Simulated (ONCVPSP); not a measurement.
**Silver: generating and testing an ONCV potential**

Task: generate the file, and judge it by its errors in other configurations, its logarithmic derivatives, its ghosts and its cutoff.

The numbers are computed with ONCVPSP 4.0.1 (PBE, scalar-relativistic, spin-unpolarised reference atom).

### Step 1. The design

Typed settings, in words:

| Property | Result |
| --- | --- |
| element | silver (Ag, Z = 47) |
| type | optimised norm-conserving Vanderbilt (ONCV) |
| frozen core | [Kr] |
| valence charge | 11 |
| reference configuration | 4d10 5s1 |
| partial waves | 5s: rc 2.25 bohr, ncon 3, nbas 6, qcut 2.5 1/bohr, 2 projectors, debl 0.5 Ha; p scattering state at 0.31 Ha: rc 1.90 bohr, ncon 4, nbas 8, qcut 4.5 1/bohr, 1 projector; 4d: rc 1.40 bohr, ncon 4, nbas 9, qcut 10.3 1/bohr, 2 projectors, debl 0.7 Ha |
| local potential | polynomial inside 1.10 bohr (lpopt 1, dvloc0 0 Ha) |
| core correction | not asked for |

### Step 2. The generation run

Ag.dat

```
# ATOM AND REFERENCE CONFIGURATION
# atsym  z   nc   nv     iexc    psfile
  Ag 47.00    8    2        4      upf
#
#   n    l    f
    1    0    2.00
    2    0    2.00
    2    1    6.00
    3    0    2.00
    3    1    6.00
    3    2   10.00
    4    0    2.00
    4    1    6.00
    4    2   10.00
    5    0    1.00
#
# PSEUDOPOTENTIAL AND OPTIMIZATION
# lmax
    2
#
#   l,   rc,      ep,       ncon, nbas, qcut
    0    2.25    0.00    3    6    2.50
    1    1.90    0.31    4    8    4.50
    2    1.40    0.00    4    9   10.30
#
# LOCAL POTENTIAL
# lloc, lpopt,  rc(5),   dvloc0
    4    1    1.10    0.00
#
# VANDERBILT-KLEINMAN-BYLANDER PROJECTORs
# l, nproj, debl
    0    2    0.50
    1    1    2.80
    2    2    0.70
#
# MODEL CORE CHARGE
# icmod, fcfact, rcfact
    0    0.00    0.00
#
# LOG DERIVATIVE ANALYSIS
# epsh1, epsh2, depsh
   -2.00    5.00    0.02
#
# OUTPUT GRID
# rlmax, drl
    6.00    0.01
#
# TEST CONFIGURATIONS
# ncnf
    4
# nvcnf
#   n    l    f
    2
    4    2   10.00
    5    0    0.00
#
    2
    4    2    9.00
    5    0    0.00
#
    2
    4    2    8.00
    5    0    0.00
#
    2
    4    2    9.00
    5    0    2.00
#
```

Started as:

```console
$ oncvpsp.x < Ag.dat > Ag.out
```

Before running it: what results should come out? Wanted: cutoffs for 1 and 0.1 mHa per electron, occupied waves; bound ghosts; GHOST(+) flags; largest test error; largest phase difference near zero energy, channels read.

**Answer**, as computed:

| quantity | value |
| --- | --- |
| cutoffs for 1 and 0.1 mHa per electron, occupied waves | 34 Ha and 41 Ha |
| bound ghosts | s at -98.50 eV, p at -25.38 eV |
| GHOST(+) flags | none at low energy |
| largest test error (AE − PS) | -53 meV, for 4d9 5s2 |
| largest phase difference near zero energy, channels read | 0.026 rad |

In words: A bound ghost (s, p) makes it unfit for use: electrons can fall into a state that the atom doesn't have. Close by lies the frozen 4s level (-95.1 eV). By total energies transferability is fair: the largest error is 53 meV on 4.1 eV, for 4d9 5s2. The potential is of middling hardness: the looser tolerance needs 34 Ha. At the looser tolerance the 4d wave is the slowest; 5s needs 6 Ha. That counts occupied waves only; other projectors can need more. Near zero energy the phases of the channels with partial waves agree within 0.026 rad. The pseudo curves have a pole with no partner nearby in the atom's: p at -0.88 Ha.
